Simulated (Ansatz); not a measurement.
# GeH₄Se: molecular dynamics

The task is to watch the atoms for 40 steps of 0.5 fs, started with velocities for 1500 K and run with a Nosé-Hoover thermostat, and see to which side of the barrier the system falls.

Method: PBE0-D4/def2-SVP; program: Ansatz 0.2.0, Gaussian basis.

### 1 The system as given

The start, a first-order saddle point found at PBE0-D4 in triple zeta: 6 atoms, charge 0, spin multiplicity 1.

Atoms are counted from 1 here; the program's logs count them from 0.

Bond lengths: Ge1–H2 1.691 Å, Ge1–Se3 2.717 Å, Ge1–H4 1.557 Å, Ge1–H5 1.558 Å, H2–Se3 1.757 Å, Se3–H6 1.469 Å. Angles: H2–Ge1–Se3 38.9°, H2–Ge1–H4 118.4°, H2–Ge1–H5 108.5°, Se3–Ge1–H4 93.4°, Se3–Ge1–H5 88.3°, H4–Ge1–H5 104.0°, Ge1–H2–Se3 104.0°, Ge1–Se3–H2 37.2°, Ge1–Se3–H6 92.4°, H2–Se3–H6 85.0°.

Geometry (Å):

```xyz
6
charge 0, multiplicity 1
Ge    1.1029    0.3174    0.0845
H     0.0032    0.1079   -1.1828
Se   -1.3088   -0.8092   -0.4591
H     0.6003    0.9845    1.3983
H     1.6028   -1.0850    0.5427
H    -2.0005    0.4845   -0.3837
```

### 2 The run

The input, md/in.yaml:

```yaml
crystal:
  periodic: [false, false, false]
  atoms:
    - {symbol: Ge, position_ang: [1.102858, 0.317413, 0.084544]}
    - {symbol: H, position_ang: [0.003227, 0.107915, -1.182760]}
    - {symbol: Se, position_ang: [-1.308774, -0.809235, -0.459120]}
    - {symbol: H, position_ang: [0.600339, 0.984465, 1.398294]}
    - {symbol: H, position_ang: [1.602801, -1.084984, 0.542696]}
    - {symbol: H, position_ang: [-2.000451, 0.484526, -0.383654]}
basis:
  gaussian: {orbitals: def2-SVP}
hamiltonian: {xc: pbe0, dispersion: d4}
md: {n_steps: 40, timestep: 0.5, temperature: 1500, ensemble: nvt_nose_hoover, seed: 804, initial_velocities: maxwell_boltzmann}
```

On the command line:

```console
$ ansatz run in.yaml --threads 2 --pin off --events-out ev --progress --plain --max-ram 4352MiB
```

Before running it: what results should come out? Wanted: temperature at the start; mean temperature, second half; lowest and highest potential energy, from the first frame; largest change of potential + kinetic; bonds lost by distance.

As calculated:

```
                                                 quantity              value
                                                   length  40 steps, 20.0 fs
                                 temperature at the start             1500 K
                            mean temperature, second half             2297 K
lowest and highest potential energy, from the first frame   -970 and 520 meV
                    largest change of potential + kinetic            9.9 meV
                                   bonds lost by distance             H2–Se3
```

In words: By the last frame it has moved towards the side where Ge1–H2, Ge1–Se3 form. The system runs downhill by 0.97 eV, and that energy turns into motion. The thermostat trades energy with the molecule, so the sum of potential and kinetic energy isn't conserved: it changes by +7 meV over the run. The mean temperature of the second half is still well above the 1500 K set. The instant temperature ranges from 499 to 3386 K, as energy passes between motion and strain.
